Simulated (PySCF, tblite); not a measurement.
# C5H8BF3O: geometry, infrared bands and NMR shifts

What infrared bands and NMR shifts should C5H8BF3O (`COBCCC(F)=C(F)F`) show?

Computed with tblite 0.8.0 and PySCF 2.14.0, with density-fitted response routines of our own, on a single molecule in the gas phase. Atoms count from 0, in the outputs and in this text.

### Step 1. The starting structure

18 atoms, charge 0, multiplicity 1; geometry from: force field or distance geometry start.

Bonds of the start (Å): C0–O1 1.42, O1–B2 1.47, B2–C3 1.59, C3–C4 1.52, C4–C5 1.48, C5–F6 1.35, C5–C7 1.33, C7–F8 1.39, C7–F9 1.35, C0–H10 1.10, C0–H11 1.08, C0–H12 1.11, B2–H13 1.19, C3–H14 1.09, C3–H15 1.14, C4–H16 1.11, C4–H17 1.13.

### Step 2. Relaxing the molecule with GFN2-xTB

What the job is given:

```
{"job": {"kind": "relax", "xc": "GFN2-xTB", "basis": "xTB"}, "charge": 0, "multiplicity": 1}
C      2.695700     1.397500    -0.306900
O      1.373400     0.962000    -0.586800
B      1.270500    -0.471400    -0.301100
C      0.015700    -1.230000    -0.921100
C     -1.238700    -1.089900    -0.080400
C     -1.685900     0.316200     0.058300
F     -0.951900     1.296800     0.619700
C     -2.895400     0.626100    -0.400400
F     -3.576500    -0.440900    -0.964700
F     -3.430200     1.861500    -0.327600
H      2.768400     1.573500     0.774000
H      2.991400     2.226700    -0.941100
H      3.369900     0.551300    -0.555200
H      2.280000    -1.050000    -0.064800
H     -0.128800    -0.973900    -1.972800
H      0.291800    -2.328800    -0.831600
H     -1.119400    -1.577400     0.914300
H     -2.038800    -1.643000    -0.653000
```

Launch:

```bash
$ OMP_NUM_THREADS=1 python probes_run.py task.json out
```

The driver reads the jobs from task.json and runs them one after another.

**Question.** This job is followed by: GFN2-xTB harmonic vibrations, gas phase; GIAO PBE0/pcSseg-1 NMR shielding, non-relativistic, gas phase. What will the session give for the following? strongest single infrared mode (GFN2-xTB); zero-point energy (GFN2-xTB); 13C shifts against TMS (PBE0/pcSseg-1); 1H shifts against TMS (PBE0/pcSseg-1, means over atoms taken as alike); 17O shifts against H2O (PBE0/pcSseg-1); 11B shifts against BF3·OEt2 (PBE0/pcSseg-1); 19F shifts against CFCl3 (PBE0/pcSseg-1).

As calculated:

| quantity | value |
| --- | --- |
| strongest single infrared mode (GFN2-xTB) | 1358 cm⁻¹, 246 km/mol |
| zero-point energy (GFN2-xTB) | 80.1 kcal/mol |
| 13C shifts against TMS (PBE0/pcSseg-1) | 167.0, 141.0, 63.1, 26.6, 25.1 ppm |
| 1H shifts against TMS (PBE0/pcSseg-1, means over atoms taken as alike) | 5.36, 4.25, 2.55, 1.00 ppm |
| 17O shifts against H2O (PBE0/pcSseg-1) | 191.5 ppm |
| 11B shifts against BF3·OEt2 (PBE0/pcSseg-1) | 46.6 ppm |
| 19F shifts against CFCl3 (PBE0/pcSseg-1) | -107.8, -128.2, -187.1 ppm |

**Reading.** The optimisation took 126 steps and gained 1.362 eV; among the close pairs (by a distance rule), O1–B2 changed most, from 1.465 to 1.322 Å. All 48 modes are real, so the xTB geometry is a minimum. The strongest single mode, at 1358 cm⁻¹, is spread over many atoms; the largest shares are those of B2, O1. Unscaled tight-binding wavenumbers are off by several per cent, some by more. Its intensities can rank the bands wrongly. At PBE0/pcSseg-1: The widest tensor belongs to O1: span 410 ppm, with a paramagnetic part of -252 ppm.
